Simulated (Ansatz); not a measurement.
# C2H9NSSi2: the cost of one run

Method: UKS PBE-D4/STO-3G, in Ansatz 0.2.0.

## 1. The system as given

Bond lengths: N1–C2 1.342 Å, C2–C3 1.349 Å, C3–Si4 1.887 Å, C2–Si5 1.945 Å, Si5–S6 2.168 Å, N1–H7 1.070 Å, N1–H8 1.000 Å, C3–H9 1.079 Å, Si4–H10 1.462 Å, Si4–H11 1.409 Å, Si4–H12 1.512 Å, Si5–H13 1.458 Å, Si5–H14 1.437 Å, S6–H15 1.351 Å. Angles (14 of 22 angles, heavy atoms first): N1–C2–C3 118.7°, N1–C2–Si5 116.3°, C3–C2–Si5 124.9°, C2–C3–Si4 128.5°, C2–Si5–S6 105.0°, C2–N1–H7 114.2°, C2–N1–H8 116.8°, C2–C3–H9 118.1°, Si4–C3–H9 112.9°, C3–Si4–H10 106.7°, C3–Si4–H11 111.8°, C3–Si4–H12 106.0°, C2–Si5–H13 109.6°, C2–Si5–H14 110.7°.

As a file:

```xyz
15

N    -1.2567    1.0863    1.2137
C    -0.3881    0.3129    0.5441
C    -0.5999   -1.0187    0.5073
Si    0.5033   -2.3624   -0.2256
Si    1.1087    1.2263   -0.2970
S     0.2704    3.0581   -1.0979
H    -1.3366    2.0849    0.8372
H    -2.1841    0.7295    1.3265
H    -1.4290   -1.4178    1.0706
H     0.3338   -2.3012   -1.6769
H     1.8419   -2.2258    0.1939
H    -0.0639   -3.6776    0.2574
H     2.0891    1.5947    0.7169
H     1.6371    0.4455   -1.3815
H    -0.5480    2.4146   -1.9593
```

## 2. End point A

input.yaml

```yaml
crystal:
  periodic: [false, false, false]
  atoms:
    - { symbol: "N", position_ang: [-1.2567, 1.0863, 1.2137] }
    - { symbol: C, position_ang: [-0.3881, 0.3129, 0.5441] }
    - { symbol: C, position_ang: [-0.5999, -1.0187, 0.5073] }
    - { symbol: Si, position_ang: [0.5033, -2.3624, -0.2256] }
    - { symbol: Si, position_ang: [1.1087, 1.2263, -0.297] }
    - { symbol: S, position_ang: [0.2704, 3.0581, -1.0979] }
    - { symbol: H, position_ang: [-1.3366, 2.0849, 0.8372] }
    - { symbol: H, position_ang: [-2.1841, 0.7295, 1.3265] }
    - { symbol: H, position_ang: [-1.429, -1.4178, 1.0706] }
    - { symbol: H, position_ang: [0.3338, -2.3012, -1.6769] }
    - { symbol: H, position_ang: [1.8419, -2.2258, 0.1939] }
    - { symbol: H, position_ang: [-0.0639, -3.6776, 0.2574] }
    - { symbol: H, position_ang: [2.0891, 1.5947, 0.7169] }
    - { symbol: H, position_ang: [1.6371, 0.4455, -1.3815] }
    - { symbol: H, position_ang: [-0.548, 2.4146, -1.9593] }
magnetization:
  spin_polarized: true
basis:
  gaussian: { orbitals: STO-3G }
hamiltonian:
  xc: pbe
  dispersion: d4
relax:
  f_tol: 0.02
  max_steps: 50
```

Launch:

```sh
ansatz run input.yaml --threads 1 --pin off --max-ram 2048MiB --backend cpu --events-out ev --progress --plain --runs-dir out
```

What time and memory should one allow on 1 thread of Arm Neoverse V2, shared host?

About 2 min, with a peak of 0.19 GiB.
